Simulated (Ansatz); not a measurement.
**C₂H₇BOS: one species, many methods**

One table from this session's results is given with a row withheld; the runs are named, their logs left out.

Computed with Ansatz 0.2.0, Gaussian basis. Level: functionals in def2-TZVPP, the program's frozen cores in correlated methods.

Levels to be run: PBE-D4, r2SCAN-D4, PBE0-D4, B3LYP-D4, ωB97X-V, ωB97M-V, B2PLYP; CCSD(T)/def2-TZVPP; MP2/def2-QZVPP; extrapolation to the limit.

### The relaxed structure

The geometry comes from an earlier relaxation with PBE0-D4 in a triple-zeta def2 set; it is a stationary point, not always the lowest conformer.

12 atoms, charge 0, spin multiplicity 1.

Atoms are counted from 1 here; the program's logs count them from 0.

Bond lengths: C1–B2 1.587 Å, C1–H6 1.092 Å, C1–H7 1.097 Å, C1–H8 1.096 Å, B2–C3 1.551 Å, B2–S5 2.067 Å, B2–H9 1.199 Å, C3–O4 1.352 Å, C3–S5 2.007 Å, C3–H10 1.086 Å, O4–H11 0.964 Å, S5–H12 1.342 Å. Angles: B2–C1–H6 111.7°, B2–C1–H7 115.3°, B2–C1–H8 109.4°, H6–C1–H7 106.3°, H6–C1–H8 106.7°, H7–C1–H8 107.1°, C1–B2–C3 119.2°, C1–B2–S5 111.4°, C1–B2–H9 120.5°, C3–B2–S5 65.6°, C3–B2–H9 117.0°, S5–B2–H9 108.0°, B2–C3–O4 124.9°, B2–C3–S5 69.7°, B2–C3–H10 123.0°, O4–C3–S5 113.4°, O4–C3–H10 110.0°, S5–C3–H10 103.6° and more.

Set-up of the first run:

in.yaml

```yaml
crystal:
  periodic: [false, false, false]
  atoms:
    - {symbol: C, position_ang: [-1.108549, 1.054951, 0.033681]}
    - {symbol: B, position_ang: [-0.148167, -0.001831, -0.658719]}
    - {symbol: C, position_ang: [0.514925, -1.103870, 0.208190]}
    - {symbol: O, position_ang: [0.295286, -1.283560, 1.529583]}
    - {symbol: S, position_ang: [1.832758, 0.357319, -0.188353]}
    - {symbol: H, position_ang: [-1.118709, 2.004653, -0.505477]}
    - {symbol: H, position_ang: [-0.867784, 1.295174, 1.077085]}
    - {symbol: H, position_ang: [-2.136704, 0.675021, 0.020082]}
    - {symbol: H, position_ang: [-0.217499, -0.204972, -1.837964]}
    - {symbol: H, position_ang: [0.980973, -1.988821, -0.214735]}
    - {symbol: H, position_ang: [-0.342546, -0.622814, 1.823768]}
    - {symbol: H, position_ang: [2.393015, -0.236551, -1.253242]}
basis:
  gaussian: {orbitals: def2-TZVPP}
hamiltonian: {xc: pbe, dispersion: d4}
output: {forces: true, orbitals: {seedname: orbitals}}
```

On the command line:

```
$ ansatz run in.yaml --threads 4 --pin off --events-out ev --progress --plain --max-ram 10444MiB
```

Steps of the session up to this table: PBE-D4 (GGA); r2SCAN-D4 (meta-GGA); PBE0-D4 (hybrid); B3LYP-D4 (hybrid); ωB97X-V (range-separated); ωB97M-V (range-separated); B2PLYP (double hybrid); CCSD(T) in def2-TZVPP; MP2 in def2-QZVPP.

One of the session's tables, all rows but one given; the rest of the session is left out.

```
            method  atomisation energy (eV)
            PBE-D4                        ?
         r2SCAN-D4                   46.217
           PBE0-D4                   46.178
          B3LYP-D4                   45.849
           ωB97X-V                   45.902
           ωB97M-V                   46.089
            B2PLYP                   45.317
     HF/def2-TZVPP                   33.179
    MP2/def2-TZVPP                   45.384
   CCSD/def2-TZVPP                   43.878
CCSD(T)/def2-TZVPP                   44.627
           MP2/CBS                   46.502
       CCSD(T)/CBS                   45.744
```

Estimate the missing values for PBE-D4.

**Answer.** atomisation energy (eV): 47.057. In the column «atomisation energy (eV)» it is the highest.
